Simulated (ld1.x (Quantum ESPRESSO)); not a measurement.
# A TM potential for Al, from input to tests

Task: generate the file, and judge it by its errors in other configurations, its logarithmic derivatives, its ghosts and its cutoff.

The numbers are computed with ld1.x (Quantum ESPRESSO) 7.5 (PBEsol, scalar-relativistic, spin-unpolarised reference atom).

## 1. The atom and the settings

Typed settings, in words:

| Item | Value |
| --- | --- |
| element | aluminium (Al, Z = 13) |
| type | norm-conserving Troullier–Martins (Kleinman–Bylander form) |
| frozen core | [Ne] |
| valence charge | 3 |
| reference configuration | 3s1.5 3p1.5 |
| partial waves | 3p (bound): rc 1.08 bohr; 3d channel at 0.25 Ry: rc 1.85 bohr; 3s (bound): rc 2.10 bohr |
| local potential | the s channel |
| core correction | not asked for |

The nodes and maxima of the atom's own shells, from an earlier all-electron run, set the scale for the radii.

All-electron outer shells of the reference configuration (PBEsol, scalar-relativistic, ld1.x):

```
shell  level (eV)  outermost node (bohr)  outermost maximum (bohr)
   2s     -108.78                   0.16                      0.50
   2p      -70.47                      –                      0.43
   3s       -8.14                   0.80                      2.06
   3p       -3.02                   0.82                      2.61
```

## 2. Generating the potential

File Al.in:

```
 &input
   title='Al', zed=13., rel=1, dft='PBESOL', iswitch=3,
   config='[Ne] 3s1.5 3p1.5 3d-2',
   nld=3, rlderiv=2.30, eminld=-3.0, emaxld=5.0, deld=0.02
 /
 &inputp
   pseudotype=2, tm=.true., lloc=0,
   nlcc=.false.,
   file_pseudopw='Al.UPF', file_wfcaegen='ae.wfc', file_wfcncgen='nc.wfc', file_beta='beta', file_chi='chi'
 /
3
3P  2  1   1.50   0.00  1.08  1.08  0.0
3D  3  2  -2.00   0.25  1.85  1.85  0.0
3S  1  0   1.50   0.00  2.10  2.10  0.0
 &test
   configts(1)='3s1.5 3p1.5'
 /
```

Command:

```sh
$ ld1.x < Al.in > Al.out
```

The output, Al.out (without the banner and most projector matrices):

```text
     Program LD1 v.7.5
     --------------------------- All-electron run ----------------------------

     Al
     scalar relativistic calculation

     atomic number is 13.00
     dft =PBESOL   lsd =0 sic =0 latt =0  beta=0.20 tr2=1.0E-14
     Exchange-correlation= PBESOL
                           (   1   4  10   8   0   0   0)
     mesh =1135 r(mesh) = 100.48924 a.u. xmin = -7.00 dx = 0.01250
     1 Ry =  13.60569312 eV, c = 137.03599908

     n l     nl                  e(Ry)          e(Ha)          e(eV)
     1 0     1S 1( 2.00)      -110.8941       -55.4471     -1508.7916
     2 0     2S 1( 2.00)        -7.9953        -3.9977      -108.7817
     2 1     2P 1( 6.00)        -5.1793        -2.5896       -70.4674
     3 0     3S 1( 1.50)        -0.5983        -0.2992        -8.1404
     3 1     3P 1( 1.50)        -0.2220        -0.1110        -3.0201

     final scf error:  5.4E-15 reached in  22 iterations

     Etot =    -484.206374 Ry,    -242.103187 Ha,   -6587.963330 eV

     Ekin =     484.966897 Ry,     242.483449 Ha,    6598.310781 eV
     Encl =   -1158.367450 Ry,    -579.183725 Ha,  -15760.392054 eV
     Eh   =     224.993114 Ry,     112.496557 Ha,    3061.187269 eV
     Exc  =     -35.798935 Ry,     -17.899468 Ha,    -487.069326 eV

     normalization and overlap integrals

     s(1S/1S) =  1.000000  <r> =   0.1204  <r2> =    0.0195  r(max) =   0.0789
     s(2S/2S) =  1.000000  <r> =   0.6269  <r2> =    0.4712  r(max) =   0.4954
     s(2P/2P) =  1.000000  <r> =   0.6035  <r2> =    0.4631  r(max) =   0.4264
     s(3S/3S) =  1.000000  <r> =   2.5229  <r2> =    7.4244  r(max) =   2.0597
     s(3P/3P) =  1.000000  <r> =   3.3523  <r2> =   13.4771  r(max) =   2.6118

     ------------------------ End of All-electron run ------------------------

     --------------------- Generating NC pseudopotential ---------------------

      Generating local pot.: lloc=0, matching radius rcloc =   2.1000

      Wfc   3P  rcut= 1.089  Using Troullier-Martins method

      Wfc   3D  rcut= 1.841  Using Troullier-Martins method

     ------------------- End of pseudopotential generation -------------------

     [... the all-electron block is printed once more ...]


     Computing logarithmic derivative in   2.29061
     Message from routine run_pseudo:
     Warning: convergence not achieved
     Computing logarithmic derivative in   2.29061
     Computing the partial wave expansion
       no projector for channel:   0
     R is outside the sphere for l=    1 j= 0.00
     R is outside the sphere for l=    2 j= 0.00

     ---------------------- Testing the pseudopotential ----------------------

     Al
     scalar relativistic calculation

     atomic number is 13.00   valence charge is  3.00
     dft =PBESOL   lsd =0 sic =0 latt =0  beta=0.20 tr2=1.0E-14
     mesh =1135 r(mesh) = 100.48924 xmin = -7.00 dx = 0.01250

     n l     nl             e AE (Ry)        e PS (Ry)    De AE-PS (Ry)
     1 0     3S   1( 1.50)       -0.59831       -0.59831        0.00000
     2 1     3P   1( 1.50)       -0.22197       -0.22196       -0.00001

     eps = 3.1E-13  iter =201

     Etot =    -484.206374 Ry,    -242.103187 Ha,   -6587.963330 eV
     Etotps =    -3.680036 Ry,      -1.840018 Ha,     -50.069437 eV

     Ekin =       3.136414 Ry,       1.568207 Ha,      42.673080 eV
     Encl =      -6.572070 Ry,      -3.286035 Ha,     -89.417562 eV
     Ehrt =       2.790552 Ry,       1.395276 Ha,      37.967399 eV
     Ecxc =      -1.148750 Ry,      -0.574375 Ha,     -15.629536 eV
     Epseu=      -1.886182 Ry,      -0.943091 Ha,     -25.662817 eV

     ---------------------- End of pseudopotential test ----------------------
```

Wall time 3.6 s (1 thread of Neoverse-N1, shared host). This counts the later configuration tests of the new file too.

Partial waves on a coarse radial grid (AE all-electron, PS pseudo):

| r (bohr) | 3p AE | 3p PS | 3s AE | 3s PS |
| --- | --- | --- | --- | --- |
| 0.105 | -0.0806 | 0.0954 | 0.1127 | 0.0218 |
| 0.210 | -0.1747 | 0.2475 | -0.1005 | 0.0443 |
| 0.315 | -0.2175 | 0.2601 | -0.2534 | 0.0682 |
| 0.420 | -0.2127 | 0.1623 | -0.2992 | 0.0944 |
| 0.525 | -0.1754 | 0.0804 | -0.2636 | 0.1237 |
| 0.630 | -0.1192 | 0.0446 | -0.1793 | 0.1568 |
| 0.735 | -0.0534 | 0.0372 | -0.0712 | 0.1944 |
| 0.840 | 0.0158 | 0.0504 | 0.0443 | 0.2370 |
| 0.945 | 0.0843 | 0.0894 | 0.1569 | 0.2845 |
| 1.050 | 0.1498 | 0.1498 | 0.2608 | 0.3365 |
| 1.155 | 0.2109 | 0.2109 | 0.3529 | 0.3916 |
| 1.260 | 0.2670 | 0.2670 | 0.4322 | 0.4477 |
| 1.365 | 0.3177 | 0.3177 | 0.4987 | 0.5021 |
| 1.470 | 0.3632 | 0.3632 | 0.5531 | 0.5519 |
| 1.575 | 0.4035 | 0.4035 | 0.5963 | 0.5944 |
| 1.680 | 0.4389 | 0.4389 | 0.6294 | 0.6282 |
| 1.785 | 0.4693 | 0.4693 | 0.6530 | 0.6526 |
| 1.890 | 0.4950 | 0.4950 | 0.6683 | 0.6682 |
| 1.995 | 0.5161 | 0.5161 | 0.6761 | 0.6761 |
| 2.100 | 0.5331 | 0.5331 | 0.6775 | 0.6775 |
| 2.205 | 0.5463 | 0.5463 | 0.6734 | 0.6734 |
| 2.310 | 0.5559 | 0.5559 | 0.6648 | 0.6648 |
| 2.415 | 0.5623 | 0.5623 | 0.6522 | 0.6522 |
| 2.520 | 0.5658 | 0.5658 | 0.6366 | 0.6366 |
| 2.625 | 0.5667 | 0.5667 | 0.6185 | 0.6185 |
| 2.730 | 0.5654 | 0.5654 | 0.5984 | 0.5984 |

## 3. Transferability test

File Al.test.in:

```
 &input
   title='Al', zed=13., rel=1, dft='PBESOL', iswitch=2,
   config='[Ne] 3s1.5 3p1.5 3d-2'
 /
 &test
   file_pseudo='Al.UPF', nconf=8,
   configts(1)='3s1.5 3p1.5',
   configts(2)='3s2 3p1',
   configts(3)='3s2 3p0',
   configts(4)='3s1 3p0',
   configts(5)='3s2 3p1.3',
   configts(6)='3s0 3p3',
   configts(7)='3s1 3p1',
   configts(8)='3s1 3p2'
 /
```

Command:

```sh
$ ld1.x < Al.test.in > Al.test.out
```

Al.test.out, the pseudopotential blocks, each with the warnings that came before it:

```text
     Warning: convergence not achieved
     ---------------------- Testing the pseudopotential ----------------------

     Al
     scalar relativistic calculation

     atomic number is 13.00   valence charge is  3.00
     dft =PBESOL   lsd =0 sic =0 latt =0  beta=0.20 tr2=1.0E-14
     mesh =1135 r(mesh) = 100.48924 xmin = -7.00 dx = 0.01250

     n l     nl             e AE (Ry)        e PS (Ry)    De AE-PS (Ry)
     1 0     3S   1( 1.50)       -0.59831       -0.59831        0.00000
     2 1     3P   1( 1.50)       -0.22197       -0.22196       -0.00001

     eps = 1.3E-13  iter =201

     Etot =    -484.206374 Ry,    -242.103187 Ha,   -6587.963330 eV
     Etotps =    -3.680036 Ry,      -1.840018 Ha,     -50.069437 eV

     Ekin =       3.136414 Ry,       1.568207 Ha,      42.673080 eV
     Encl =      -6.572070 Ry,      -3.286035 Ha,     -89.417562 eV
     Ehrt =       2.790552 Ry,       1.395276 Ha,      37.967399 eV
     Ecxc =      -1.148750 Ry,      -0.574375 Ha,     -15.629536 eV
     Epseu=      -1.886182 Ry,      -0.943091 Ha,     -25.662817 eV

     ---------------------- End of pseudopotential test ----------------------

     Warning: convergence not achieved
     ---------------------- Testing the pseudopotential ----------------------

     Al
     [...]
     n l     nl             e AE (Ry)        e PS (Ry)    De AE-PS (Ry)
     1 0     3S   1( 2.00)       -0.56703       -0.57015        0.00312
     2 1     3P   1( 1.00)       -0.19767       -0.19656       -0.00111

     eps = 6.0E-13  iter =201

     Etot =    -484.392823 Ry,    -242.196412 Ha,   -6590.500101 eV
     Etotps =    -3.867695 Ry,      -1.933848 Ha,     -52.622673 eV
     dEtot_ae =      -0.186449 Ry
     dEtot_ps =      -0.187659 Ry,   Delta E=       0.001210 Ry

     [...]
     ---------------------- End of pseudopotential test ----------------------

     Warning: convergence not achieved
     ---------------------- Testing the pseudopotential ----------------------

     Al
     [...]
     n l     nl             e AE (Ry)        e PS (Ry)    De AE-PS (Ry)
     1 0     3S   1( 2.00)       -1.08588       -1.08785        0.00197
     2 1     3P   1( 0.00)       -0.66343       -0.65246       -0.01097  !

     eps = 1.5E-13  iter =201

     Etot =    -483.971232 Ry,    -241.985616 Ha,   -6584.764058 eV
     Etotps =    -3.450147 Ry,      -1.725074 Ha,     -46.941648 eV
     dEtot_ae =       0.235142 Ry
     dEtot_ps =       0.229888 Ry,   Delta E=       0.005254 Ry

     [...]
     ---------------------- End of pseudopotential test ----------------------

     Warning: convergence not achieved
     ---------------------- Testing the pseudopotential ----------------------

     Al
     [...]
     n l     nl             e AE (Ry)        e PS (Ry)    De AE-PS (Ry)
     1 0     3S   1( 1.00)       -1.73825       -1.73801       -0.00024
     2 1     3P   1( 0.00)       -1.25982       -1.24149       -0.01833  !

     eps = 9.0E-14  iter =201

     Etot =    -482.562231 Ry,    -241.281115 Ha,   -6565.593628 eV
     Etotps =    -2.039638 Ry,      -1.019819 Ha,     -27.750689 eV
     dEtot_ae =       1.644143 Ry
     dEtot_ps =       1.640398 Ry,   Delta E=       0.003745 Ry

     [...]
     ---------------------- End of pseudopotential test ----------------------

     ---------------------- Testing the pseudopotential ----------------------

     Al
     [...]
     n l     nl             e AE (Ry)        e PS (Ry)    De AE-PS (Ry)
     1 0     3S   1( 2.00)       -0.43789       -0.44102        0.00313
     2 1     3P   1( 1.30)       -0.08329       -0.08284       -0.00044

     eps = 6.6E-15  iter = 76

     Etot =    -484.434579 Ry,    -242.217289 Ha,   -6591.068215 eV
     Etotps =    -3.909227 Ry,      -1.954613 Ha,     -53.187737 eV
     dEtot_ae =      -0.228205 Ry
     dEtot_ps =      -0.229191 Ry,   Delta E=       0.000986 Ry

     [...]
     ---------------------- End of pseudopotential test ----------------------

     ---------------------- Testing the pseudopotential ----------------------

     Al
     [...]
     n l     nl             e AE (Ry)        e PS (Ry)    De AE-PS (Ry)
     1 0     3S   1( 0.00)       -0.67831       -0.65511       -0.02320  !
     2 1     3P   1( 3.00)       -0.28420       -0.28011       -0.00409

     eps = 2.9E-15  iter = 31

     Etot =    -483.628053 Ry,    -241.814026 Ha,   -6580.094872 eV
     Etotps =    -3.116867 Ry,      -1.558434 Ha,     -42.407141 eV
     dEtot_ae =       0.578321 Ry
     dEtot_ps =       0.563168 Ry,   Delta E=       0.015153 Ry

     [...]
     ---------------------- End of pseudopotential test ----------------------

     Warning: convergence not achieved
     ---------------------- Testing the pseudopotential ----------------------

     Al
     [...]
     n l     nl             e AE (Ry)        e PS (Ry)    De AE-PS (Ry)
     1 0     3S   1( 1.00)       -1.14333       -1.13501       -0.00833  !
     2 1     3P   1( 1.00)       -0.71458       -0.71526        0.00069

     eps = 4.5E-13  iter =201

     Etot =    -483.545583 Ry,    -241.772791 Ha,   -6578.972813 eV
     Etotps =    -3.020859 Ry,      -1.510430 Ha,     -41.100886 eV
     dEtot_ae =       0.660791 Ry
     dEtot_ps =       0.659176 Ry,   Delta E=       0.001614 Ry

     [...]
     ---------------------- End of pseudopotential test ----------------------

     Warning: convergence not achieved
     ---------------------- Testing the pseudopotential ----------------------

     Al
     [...]
     n l     nl             e AE (Ry)        e PS (Ry)    De AE-PS (Ry)
     1 0     3S   1( 1.00)       -0.62700       -0.61953       -0.00747  !
     2 1     3P   1( 2.00)       -0.24428       -0.24412       -0.00016

     eps = 1.1E-10  iter =201

     Etot =    -484.016592 Ry,    -242.008296 Ha,   -6585.381214 eV
     Etotps =    -3.491998 Ry,      -1.745999 Ha,     -47.511056 eV
     dEtot_ae =       0.189782 Ry
     dEtot_ps =       0.188037 Ry,   Delta E=       0.001745 Ry

     [...]
     ---------------------- End of pseudopotential test ----------------------
```

Excitation and ionisation energies from 3s1.5 3p1.5, with the error of the potential. A star marks tests that logged a warning.

```tsv
valence configuration	charge	ΔE all-electron (eV)	error AE − PS (meV)
3s2 3p1 *	0	-2.537	+16
3s2 3p0 *	+1	3.199	+71
3s1 3p0 *	+2	22.370	+51
3s2 3p1.3	-0.3	-3.105	+13
3s0 3p3	0	7.868	+206
3s1 3p1 *	+1	8.991	+22
3s1 3p2 *	0	2.582	+24
```

## 4. Scattering by logarithmic derivatives

Taken from the files of the generation run. The phase is arctan(r·u′/u) with u = r·R, unwrapped, with energies in Ry. A pole is an energy at which the radial function vanishes at the test radius. The pseudo phase is shifted by a multiple of π to meet the all-electron one at the reference energy. Levels narrower than the energy grid can be missing from the poles. The last column is the largest difference on the grid between −1 and +1 Ry.

| channel | radius (bohr) | reference (Ry) | poles AE | poles PS | window around the reference with phases within 0.05 rad (Ry) | largest difference near zero (rad) |
| --- | --- | --- | --- | --- | --- | --- |
| s | 2.29 | -0.60 | 1.59 | 1.48 | below 2.9 | 0.009 |
| p | 2.29 | -0.22 | 2.44 | 0.66, 2.94 | below 0.2 | 2.612 |
| d | 2.29 | 0.25 | 3.03 | 3.10 | below 4.7 | 0.002 |

Phases (rad) along the scan:

| E (Ry) | p AE | p PS | s AE | s PS |
| --- | --- | --- | --- | --- |
| -3.00 | 1.288 | 1.282 | 1.243 | 1.241 |
| -2.52 | 1.255 | 1.249 | 1.190 | 1.188 |
| -2.04 | 1.208 | 1.202 | 1.105 | 1.103 |
| -1.56 | 1.138 | 1.131 | 0.947 | 0.945 |
| -1.08 | 1.017 | 1.010 | 0.579 | 0.577 |
| -0.60 | 0.771 | 0.766 | -0.296 | -0.296 |
| -0.12 | 0.166 | 0.164 | -1.030 | -1.033 |
| 0.36 | -0.732 | -0.827 | -1.319 | -1.325 |
| 0.84 | -1.183 | -3.795 | -1.455 | -1.464 |
| 1.32 | -1.377 | -4.409 | -1.536 | -1.549 |
| 1.80 | -1.483 | -4.555 | -1.595 | -1.613 |
| 2.28 | -1.552 | -4.638 | -1.642 | -1.669 |
| 2.76 | -1.606 | -4.695 | -1.687 | -1.730 |
| 3.24 | -1.653 | -4.740 | -1.735 | -1.809 |
| 3.72 | -1.700 | -4.781 | -1.792 | -1.939 |
| 4.20 | -1.753 | -4.821 | -1.869 | -2.236 |
| 4.68 | -1.822 | -4.867 | -1.993 | -3.166 |

## 5. Cutoff and ghost test in a Bessel basis

This step uses the generator's waves and projectors in a separate script. Basis: spherical Bessel functions vanishing at 20 bohr, q² up to the cutoff; potential fixed at the reference.

All-electron valence levels (Ry): 3p -0.2220, 3s -0.5983. The lowest levels of each channel (Ry) by cutoff; the last column sums, over occupied levels, occupation times the distance from the level at 400 Ry. A positive value at high cutoff is not a bound level.

| cutoff (Ry) | p #1 | d #1 | s #1 | f #1 | Σ f·Δε (mRy) |
| --- | --- | --- | --- | --- | --- |
| 8 | -0.2007 | 0.0452 | -0.5912 | 0.1027 | 42.1 |
| 15 | -0.2067 | 0.0450 | -0.5964 | 0.1027 | 25.3 |
| 25 | -0.2071 | 0.0449 | -0.5978 | 0.1027 | 22.6 |
| 40 | -0.2074 | 0.0449 | -0.5983 | 0.1027 | 21.5 |
| 55 | -0.2074 | 0.0449 | -0.5983 | 0.1027 | 21.3 |
| 90 | -0.2076 | 0.0449 | -0.5983 | 0.1027 | 21.1 |
| 120 | -0.2078 | 0.0449 | -0.5983 | 0.1027 | 20.7 |
| 180 | -0.2089 | 0.0449 | -0.5983 | 0.1027 | 19.1 |
| 260 | -0.2162 | 0.0449 | -0.5983 | 0.1027 | 8.1 |
| 400 | -0.2216 | 0.0449 | -0.5983 | 0.1027 | 0.0 |

The sum stays within 10 mRy from 260 Ry and within 1 mRy only somewhere over 300 Ry. The sum leaves out empty levels, which can need more. Ghost test: no level below the all-electron spectrum of its channel (p, d, s, f tested).

## 6. Summary of results

```
                                                quantity                   value
               cutoffs for 10 and 1 mRy, occupied levels  260 Ry and over 300 Ry
                                            bound ghosts              none found
                            largest test error (AE − PS)   +206 meV, for 3s0 3p3
largest phase difference near zero energy, channels read               2.612 rad
```

By total energies transferability is poor: the largest error is 206 meV on 7.9 eV, for 3s0 3p3. It counts as very hard, with 260 Ry needed at the looser tolerance. The tighter tolerance needs over 300 Ry, and converged work needs a cutoff nearer that. The slowest occupied level is 3p: taken alone it needs over 300 Ry to come within 1 mRy, against 25 Ry for 3s. It is free of bound ghosts as far as tested. Of the channels read, p scatters worst near zero energy, by up to 2.61 rad. The pseudo curves have a pole with no partner nearby in the atom's: p at 0.66 Ry. At positive energy that is a spurious or a displaced resonance. These are tests on the free atom; a crystal test is still owed.
